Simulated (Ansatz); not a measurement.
# Cl2H4In2O2: up Jacob's ladder to CCSD(T)

How much do the methods differ for Cl2H4In2O2? The plan is to run it at one geometry with functionals of several rungs and with coupled cluster, and see how far each lands from CCSD(T) at the basis-set limit for the atomisation energy.

The runs use Ansatz 0.2.0, Gaussian basis; functionals in def2-TZVPP, the program's frozen cores in correlated methods.

Plan: LDA (SPW92), PBE-D4, revPBE-D4, BLYP-D4, r2SCAN-D4, B97M-V, PBE0-D4, B3LYP-D4, r2SCANh-D4, r2SCAN0-D4, HSE06-D4, BHLYP-D4, CAM-B3LYP-D4, LC-ωPBE, ωB97X-V, ωB97M-V, B2PLYP, PBE-QIDH; CCSD(T)/def2-SVP; CCSD(T)/def2-TZVPP; MP2/def2-QZVPP; extrapolation to the limit; RPA on PBE.

### Step 1. Structure used throughout

All runs share one geometry, relaxed beforehand with PBE0-D4 in a triple-zeta def2 set. In takes the def2 core potential; no spin-orbit term is included.

SMILES `[Cl][In@H-]1[OH+][In@@H-]([Cl])[OH+]1`, 10 atoms, charge 0, spin multiplicity 1.

Atoms are counted from 1 here; the program's logs count them from 0.

Bond lengths: Cl1–In2 2.332 Å, In2–O3 2.144 Å, In2–O6 2.144 Å, In2–H7 1.692 Å, O3–In4 2.144 Å, O3–H8 0.962 Å, In4–Cl5 2.332 Å, In4–O6 2.144 Å, In4–H9 1.692 Å, O6–H10 0.962 Å. Angles: Cl1–In2–O3 103.7°, Cl1–In2–O6 103.7°, Cl1–In2–H7 128.6°, O3–In2–O6 79.7°, O3–In2–H7 115.1°, O6–In2–H7 115.1°, In2–O3–In4 100.2°, In2–O3–H8 112.8°, In4–O3–H8 112.8°, O3–In4–Cl5 103.7°, O3–In4–O6 79.7°, O3–In4–H9 115.1°, Cl5–In4–O6 103.7°, Cl5–In4–H9 128.6°, O6–In4–H9 115.1°, In2–O6–In4 100.2°, In2–O6–H10 112.8°, In4–O6–H10 112.8°.

### Step 2. LDA

This LDA is Slater exchange with PW92 correlation.

in.yaml

```yaml
crystal:
  periodic: [false, false, false]
  atoms:
    - {symbol: Cl, position_ang: [-0.122932, -1.325528, -2.741002]}
    - {symbol: In, position_ang: [1.081480, -1.026309, -0.766667]}
    - {symbol: O, position_ang: [-0.421314, -1.106059, 0.760772]}
    - {symbol: In, position_ang: [-0.620310, 0.981234, 1.209579]}
    - {symbol: Cl, position_ang: [-2.595419, 1.591241, 0.130241]}
    - {symbol: O, position_ang: [0.853483, 1.063817, -0.345712]}
    - {symbol: H, position_ang: [2.578596, -1.685402, -0.334357]}
    - {symbol: H, position_ang: [-1.243461, -1.502321, 0.455331]}
    - {symbol: H, position_ang: [-0.071072, 1.440294, 2.742632]}
    - {symbol: H, position_ang: [0.560950, 1.569042, -1.110836]}
basis:
  gaussian: {orbitals: def2-TZVPP}
hamiltonian: {xc: lda}
output: {orbitals: {seedname: orbitals}}
```

On the command line:

```console
> ansatz run in.yaml --threads 2 --pin off --events-out ev --progress --plain --max-ram 32768MiB --backend cuda --devices 0, --max-vram 18GiB
```

The runs that follow: PBE-D4 (GGA); revPBE-D4 (GGA); BLYP-D4 (GGA); r2SCAN-D4 (meta-GGA); B97M-V (meta-GGA); PBE0-D4 (hybrid); B3LYP-D4 (hybrid); r2SCANh-D4 (hybrid); r2SCAN0-D4 (hybrid); HSE06-D4 (hybrid); BHLYP-D4 (hybrid); CAM-B3LYP-D4 (range-separated); LC-ωPBE (range-separated); ωB97X-V (range-separated); ωB97M-V (range-separated); B2PLYP (double hybrid); PBE-QIDH (double hybrid); CCSD(T) in def2-SVP; CCSD(T) in def2-TZVPP; MP2 in def2-QZVPP; RPA on PBE orbitals.

Before running them: what should the planned runs give, taken together? Wanted: atomisation energy, CCSD(T)/CBS; farthest beyond LDA; mean size of error, GGA; mean size of error, meta-GGA; mean size of error, hybrid; mean size of error, range-separated; mean size of error, double hybrid; gap, smallest and largest; T1 diagnostic.

The runs gave:

| quantity | value |
| --- | --- |
| atomisation energy, CCSD(T)/CBS | 2993.2 kJ/mol |
| functionals within 29.9 kJ/mol (1.0 %) | B97M-V, ωB97X-V |
| farthest beyond LDA | BHLYP-D4 (-202.6 kJ/mol) |
| mean size of error, GGA | 119.1 kJ/mol |
| mean size of error, meta-GGA | 35.6 kJ/mol |
| mean size of error, hybrid | 122.9 kJ/mol |
| mean size of error, range-separated | 53.4 kJ/mol |
| mean size of error, double hybrid | 114.4 kJ/mol |
| gap, smallest and largest | 4.80 eV (BLYP-D4), 12.18 eV (LC-ωPBE) |
| T1 diagnostic | 0.0138 |
| triples share of the correlation energy | 3.5 % |

In words: LDA overbinds by 403.4 kJ/mol (13 %). PBE-D4 is off by -56.1 kJ/mol. Double hybrids carry the basis error of their MP2 part in triple zeta, and no dispersion term here, so their miss is partly the set-up's. Taken by rung, meta-GGA functionals do best (35.6 kJ/mol on average) and hybrid ones worst beyond LDA (122.9 kJ/mol). The mean of the hybrids holds BHLYP, with half exact exchange. The reference freezes the cores and leaves out spin-orbit coupling and excitations past (T), and its outer-core shells are covered unevenly, so misses under about 29.9 kJ/mol can't be ranked. All levels share the lack of spin-orbit coupling, which lowers the free heavy atoms and so the true binding. Hartree-Fock recovers 68 % of the binding; the rest is correlation. CCSD(T) in def2-SVP is off by -251.8 kJ/mol, which most functionals beat. The gap grows from 4.8 to 12.2 eV across the functionals, mostly with the share of exact exchange. Correlated methods include outer-core shells of In, which these sets cover unevenly.
